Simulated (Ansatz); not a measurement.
# H6N2O2Ti: the cost of one run

All numbers below are computed with Ansatz 0.2.0 (RKS PBE/def2-SVP).

**1. The system as given**

Bond lengths: Ti1–O2 1.920 Å, O2–H3 1.010 Å, Ti1–N4 2.060 Å, N4–H5 1.060 Å, N4–H6 1.060 Å, Ti1–N7 2.059 Å, N7–H8 1.060 Å, N7–H9 1.060 Å, Ti1–O10 1.919 Å, O10–H11 1.010 Å. Angles: Ti1–O2–H3 109.5°, O2–Ti1–N4 109.4°, O2–Ti1–N7 109.5°, O2–Ti1–O10 109.5°, N4–Ti1–N7 109.5°, N4–Ti1–O10 109.5°, N7–Ti1–O10 109.5°, Ti1–N4–H5 120.0°, Ti1–N4–H6 120.0°, H5–N4–H6 120.0°, Ti1–N7–H8 120.0°, Ti1–N7–H9 120.0°, H8–N7–H9 120.0°, Ti1–O10–H11 109.5°.

Structure file:

```xyz
11

Ti    0.0000    0.0000    0.0000
O     0.0000    0.0000    1.9200
H    -0.9095   -0.2814    2.2571
N     1.9426    0.0000   -0.6860
H     2.4408   -0.9180   -0.8667
H     2.4438    0.9180   -0.8582
N    -0.9703    1.6810   -0.6860
H    -1.9904    1.6258   -0.9687
H    -0.4498    2.6017   -0.7565
O    -0.9043   -1.5667   -0.6394
H    -1.3590   -2.0324    0.1330
```

**2. Preparing the start**

Input file input.yaml:

```yaml
crystal:
  periodic: [false, false, false]
  atoms:
    - { symbol: Ti, position_ang: [0.0, 0.0, 0.0] }
    - { symbol: O, position_ang: [0.0, 0.0, 1.92] }
    - { symbol: H, position_ang: [-0.9095, -0.2814, 2.2571] }
    - { symbol: "N", position_ang: [1.9426, 0.0, -0.686] }
    - { symbol: H, position_ang: [2.4408, -0.918, -0.8667] }
    - { symbol: H, position_ang: [2.4438, 0.918, -0.8582] }
    - { symbol: "N", position_ang: [-0.9703, 1.681, -0.686] }
    - { symbol: H, position_ang: [-1.9904, 1.6258, -0.9687] }
    - { symbol: H, position_ang: [-0.4498, 2.6017, -0.7565] }
    - { symbol: O, position_ang: [-0.9043, -1.5667, -0.6394] }
    - { symbol: H, position_ang: [-1.359, -2.0324, 0.133] }
basis:
  gaussian: { orbitals: def2-SVP }
hamiltonian:
  xc: pbe
relax:
  f_tol: 0.02
  max_steps: 40
```

On the command line:

```console
$ ansatz run input.yaml --threads 4 --pin off --max-ram 5120MiB --backend cpu --events-out ev --progress --plain --runs-dir out
```

Q: Estimate wall time and peak memory on 4 threads of Arm Neoverse V2, shared host.

About 27 s, with a peak of 0.18 GiB.
